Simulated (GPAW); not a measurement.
Crystal: SnTe3.

```xyz
4
Lattice="0.0000 3.8612 3.8612 3.8612 0.0000 3.8612 3.8612 3.8612 0.0000" Properties=species:S:1:pos:R:3 pbc="T T T"
Te    3.8612    3.8612    3.8612
Te    5.7918    5.7918    5.7918
Te    1.9306    1.9306    1.9306
Sn    0.0000    0.0000    0.0000
```

The cell comes from a database or a generator and needn't be the stable form of this composition.

| Quantity | Value |
| --- | --- |
| Program | GPAW 26.7.0 |
| Task | relaxation of cell and atoms |
| Functional | PBEsol |
| Dispersion | D3(BJ)+ATM |
| Potentials or basis | PAW data sets generated in the run's folder for this functional |
| Cutoff | 600 eV |
| Basis | pw |
| k mesh | 6 × 6 × 6 |
| Occupations | fermi-dirac, width 0.05 eV |
| Spin | no spin polarisation |

At the start: pressure -5.6 GPa; volume 28.78 Å³/atom.

Problem. Where does the relaxation end?

Solution. Over 5 steps the energy falls by 57.9 meV/atom and the volume is 25.73 Å³/atom (-10.6 %); space group Fm-3m (No. 225, to 0.05 Å).

Step by step:
```csv
step,energy change (eV),largest force (eV/Å),pressure (GPa),volume (Å³)
1,0.0000,0.0000,-5.56,115.13
2,-0.0403,0.0000,-5.15,113.91
3,-0.2279,0.0000,0.96,101.43
4,-0.2315,0.0000,-0.14,103.13
5,-0.2317,0.0000,0.00,102.90
```

Final structure:
```xyz
4
Lattice="0.0000 3.7194 3.7194 3.7194 0.0000 3.7194 3.7194 3.7194 0.0000" Properties=species:S:1:pos:R:3 pbc="T T T"
Te    3.7194    3.7194    3.7194
Te    5.5790    5.5790    5.5790
Te    1.8597    1.8597    1.8597
Sn    0.0000    0.0000    0.0000
```

Caveat: later steps reuse the first step's grids; pairwise dispersion overbinds metals, which lowers pressure and volume.
